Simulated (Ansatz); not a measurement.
# In3SbAs2: the cost of one run

Computed with Ansatz 0.2.0 (DFT PBE, scalar-relativistic, plane waves, PAW, unless a step's input says otherwise).

**1. The structure to begin with**

It takes space group P6_3mc (No. 186, hexagonal). Conventional cell: a = 4.472 Å, b = 4.472 Å, c = 22.062 Å, α = 90.00°, β = 90.00°, γ = 120.00°. In (site symmetry 3m) has 3 As at 2.72 Å and 1 Sb at 2.87 Å in its first shell of neighbours. In (site symmetry 3m) is surrounded by 4 As at 2.70 to 2.72 Å. In (site symmetry 3m) is surrounded by 1 As at 2.68 Å and 3 Sb at 2.80 Å. Around Sb (site symmetry 3m) lie 4 In at 2.80 to 2.87 Å. As (site symmetry 3m) is surrounded by 4 In at 2.70 to 2.72 Å. As (site symmetry 3m) has 4 In at 2.68 to 2.72 Å in its first shell of neighbours.

As a file:

```xyz
12
Lattice="4.4721 0.0000 0.0000 -2.2360 3.8729 0.0000 0.0000 0.0000 22.0621" Properties=species:S:1:pos:R:3 pbc="T T T"
In    2.2360    1.2910    3.5424
In    2.2360    1.2910   11.0321
In    2.2360    1.2910   18.5359
In    0.0000    2.5820    0.0010
In    0.0000    2.5820    7.5048
In    0.0000    2.5820   14.5734
Sb    2.2360    1.2910    6.4155
Sb    0.0000    2.5820   17.4466
As    2.2360    1.2910   13.7272
As    2.2360    1.2910   21.2177
As    0.0000    2.5820    2.6961
As    0.0000    2.5820   10.1866
```

The start is the relaxed end of an invented cell (made as: elements ordered on the sites of the InAs type, As/Sb on As (P6_3mc, No. 186)), taken up again for a closer look.

**2. The guess as it stands, on a coarse mesh**

Contents of input.yaml:

```yaml
crystal:
  lattice:
    - [4.4720771, 0.0, 0.0]
    - [-2.2360385, 3.8729324, 0.0]
    - [0.0, 0.0, 22.0621064]
  atoms:
    - { symbol: In, position: [0.6666667, 0.3333333, 0.160563] }
    - { symbol: In, position: [0.6666667, 0.3333333, 0.500046] }
    - { symbol: In, position: [0.6666667, 0.3333333, 0.840168] }
    - { symbol: In, position: [0.3333333, 0.6666667, 4.6e-05] }
    - { symbol: In, position: [0.3333333, 0.6666667, 0.340168] }
    - { symbol: In, position: [0.3333333, 0.6666667, 0.660563] }
    - { symbol: Sb, position: [0.6666667, 0.3333333, 0.290793] }
    - { symbol: Sb, position: [0.3333333, 0.6666667, 0.790793] }
    - { symbol: As, position: [0.6666667, 0.3333333, 0.622205] }
    - { symbol: As, position: [0.6666667, 0.3333333, 0.961724] }
    - { symbol: As, position: [0.3333333, 0.6666667, 0.122205] }
    - { symbol: As, position: [0.3333333, 0.6666667, 0.461724] }
basis:
  ecutwfc: 420
kpoints:
  mp_grid: { grid: [6, 6, 1] }
hamiltonian:
  xc: pbe
scf:
  occupations: { method: gaussian, width: 0.1 }
  lower_state_search: "off"
output:
  forces: true
  stress: true
  eigenvalues: true
```

Launch:

```bash
$ ansatz run input.yaml --threads 4 --pin off --max-ram 8192MiB --backend cpu --events-out ev --progress --plain --runs-dir out
```

Q: Estimate wall time and peak memory on 4 threads of Arm Neoverse V2, shared host.

About 9.2 s, with a peak of 1.1 GiB.
